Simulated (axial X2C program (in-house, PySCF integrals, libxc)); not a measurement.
# ScS: properties at the nuclei

Wanted for ScS: properties at the nuclei, at the two-component level.

Computed with an in-house X2C program for linear molecules on PySCF integrals. Level: two-component X2C with atomic mean-field terms, Sc dyall-cv3z, S dyall-av3z.

All values are calculated.

### 1 The job

Contents of task.json:

```json
{
 "zs": [
  21,
  16
 ],
 "q": 0,
 "bas": [
  "dyall-cv3z",
  "dyall-av3z"
 ],
 "r0": 2.1,
 "levels": [
  "PBE0",
  "HF",
  "r2SCAN",
  "TPSSh",
  "BHandHLYP"
 ],
 "nst": 3
}
```

Keys: zs atomic numbers; q charge; bas basis sets; r0 starting distance in Å; levels methods (HF also brings MP2); nst determinants followed.

Run with:

```sh
> python soeom.py task.json out
```

After this run come: Expectation values, lowest determinant; Expectation values, a higher determinant; Expectation values, a higher determinant.

**Question.** What will these runs give? Wanted: lowest determinant; Eeff magnitude; Ws magnitude Sc; A∥/gI Sc; qzz Sc; higher determinant (for each run or level that gives them).

As calculated:

| quantity | value |
| --- | --- |
| lowest determinant | Ω = 1/2 (excess of +ω over −ω: ω = 1/2) |
| Eeff magnitude (GV/cm), PBE0 | 0.342 |
| Ws magnitude Sc (kHz), PBE0 | 0.244 |
| A∥/gI Sc (MHz), PBE0 | 1230 |
| qzz Sc (a.u.), PBE0 | -1.08 |
| higher determinant | Ω = 3/2 (excess of +ω over −ω: ω = 3/2) |
| Eeff magnitude (GV/cm), PBE0, higher determinant | 0.0035 |
| Ws magnitude Sc (kHz), PBE0, higher determinant | 0.00337 |
| A∥/gI Sc (MHz), PBE0, higher determinant | 208 |
| qzz Sc (a.u.), PBE0, higher determinant | 0.15 |
| higher determinant | Ω = 5/2 (excess of +ω over −ω: ω = 5/2) |
| Eeff magnitude (GV/cm), PBE0, higher determinant | 0.00267 |
| Ws magnitude Sc (kHz), PBE0, higher determinant | 0.00195 |
| A∥/gI Sc (MHz), PBE0, higher determinant | 48.4 |
| qzz Sc (a.u.), PBE0, higher determinant | 0.15 |

**Reading.** In the first state, the effective field runs from 0.328 to 0.515 GV/cm over the mean-field levels. The expectation values come from single determinants, which for open shells can mix terms of unlike spin or miss the lowest Ω, so a determinant need not be a state. Eeff is the effective electric field on the electron dipole moment in this Ω state and Ws the scalar–pseudoscalar constant (defined with the proton number Z and per Ω); A∥ is the parallel hyperfine constant, which follows by multiplying with the nuclear g factor gI = μI/(I μN); qzz is the electric field gradient, eQq0 = 234.96 MHz × Q/barn × qzz; μ is positive if S is the positive end. The operators were transformed with the bare-nucleus X2C matrices.
